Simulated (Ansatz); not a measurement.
# GeO₂ (triplet): from Hartree-Fock to the top rungs at a displaced geometry (v1), cc-pVDZ

The task here is to estimate one member of a computed series from the others.

The runs use Ansatz 0.2.0, Gaussian basis; cc-pVDZ, core rule «outside noble gas», up to 16 orbitals frozen.

To be run: UHF; CCSD(T) on ROHF; CCSD(T) on UHF; BCCD(T) on ROHF; CISD; CCSDT(Q) on ROHF; CCSDT(Q) on UHF.

37 further runs of the same task are left out: 15 for a known fault of the program, 6 that didn't finish, 16 set aside as unsound or not needed.

**The geometry**

The geometry is a PBE0/def2-TZVP stationary point (not a proven minimum) with its atoms shifted at random (size 0.040 Å). No spin-orbit coupling is included. The filled d shell of Ge may be among the frozen orbitals whatever the setting's name suggests; the logs give the count.

3 atoms, charge 0, spin multiplicity 3.

Atoms are counted from 1 here; the program's logs count them from 0.

Bond lengths: Ge1–O2 1.866 Å, O2–O3 1.312 Å. Angles: Ge1–O2–O3 115.7°.

Set-up of the first run:

Input file in.yaml:

```yaml
crystal:
  periodic: [false, false, false]
  atoms:
    - {symbol: Ge, position_ang: [-0.007079, -0.049818, 0.680263]}
    - {symbol: O, position_ang: [-0.007912, 0.574696, -1.078525]}
    - {symbol: O, position_ang: [0.040052, -0.348512, -2.009983]}
basis:
  gaussian: {orbitals: cc-pVDZ}
magnetization: {spin_polarized: true, initial_magnetization: 2}
hamiltonian: {xc: hf}
output: {orbitals: {seedname: orbitals}}
```

Started as:

```bash
ansatz run in.yaml --threads 1 --pin off --events-out ev --progress --plain --max-ram 2393MiB
```

Steps of the session up to this table: UHF; CCSD(T) on ROHF; CCSD(T) on UHF; BCCD(T) on ROHF; CISD; CCSDT(Q) on ROHF; CCSDT(Q) on UHF.

One of the session's tables, all rows but one given; the rest of the session is left out.

```
   method  from UCCSDT(Q) (meV)
     ROHF              +11986.6
      UHF              +11729.4
     RMP2               +1110.0
     UMP2               +1140.5
    RCCSD                +422.5
    UCCSD                +412.7
 RCCSD(T)                 +82.0
 UCCSD(T)                 +78.9
  BCCD(T)                 +78.8
   RCCSDT                 +52.6
   UCCSDT                 +48.3
RCCSDT(Q)                     ?
UCCSDT(Q)                     0
```

**Question.** Estimate the row for RCCSDT(Q).

As computed: from UCCSDT(Q) (meV): +9.7. In the column «from UCCSDT(Q) (meV)» it lies between UCCSDT(Q) (0) and UCCSDT (+48.3).

Not comparable, so not listed: CISD (they don't share determinant, frozen orbitals or solution with the rows shown, or repeat one).

To keep in mind: Restricted and unrestricted rows rest on different reference determinants; where their highest levels disagree by more than a few hundredths of an eV, they describe different states and don't form one ladder.
